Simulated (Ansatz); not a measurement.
# RuO (quintet): the correlation ladder, def2-TZVPP

The task here is to estimate one member of a computed series from the others.

Method: def2-TZVPP, core rule «outside noble gas», up to 5 orbitals frozen; program: Ansatz 0.2.0, Gaussian basis.

To be run: UHF; ROHF; CCSD(T) on UHF.

2 further runs of the same task are left out: 2 set aside as unsound or not needed.

## What is computed

The geometry is a PBE0/def2-TZVP stationary point (not a proven minimum) of the parent state, kept for this charge and spin. No spin-orbit coupling is included. Elements past krypton take def2 core potentials.

2 atoms, charge 0, spin multiplicity 5.

Atoms are counted from 1 here; the program's logs count them from 0.

Bond lengths: Ru1–O2 1.666 Å.

Set-up of the first run:

Input file in.yaml:

```yaml
crystal:
  periodic: [false, false, false]
  atoms:
    - {symbol: Ru, position_ang: [0.000000, 0.000000, 0.000000]}
    - {symbol: O, position_ang: [0.000000, 0.000000, 1.666400]}
basis:
  gaussian: {orbitals: def2-TZVPP}
magnetization: {spin_polarized: true, initial_magnetization: 4}
hamiltonian: {xc: hf}
output: {orbitals: {seedname: orbitals}}
```

Started as:

```
> ansatz run in.yaml --threads 1 --pin off --events-out ev --progress --plain --max-ram 4096MiB --backend cpu
```

Among the steps run: UHF; ROHF; CCSD(T) on UHF.

One of the session's tables, all rows but one given; the rest of the session is left out.

```
  method  from UCCSD(T) (meV)
    ROHF             +13905.1
     UHF             +13510.2
    UMP2              +1096.3
   UCCSD                    ?
UCCSD(T)                    0
```

Estimate the missing values for UCCSD.

As computed: from UCCSD(T) (meV): +738.4. In the column «from UCCSD(T) (meV)» it lies between UCCSD(T) (0) and UMP2 (+1096.3).
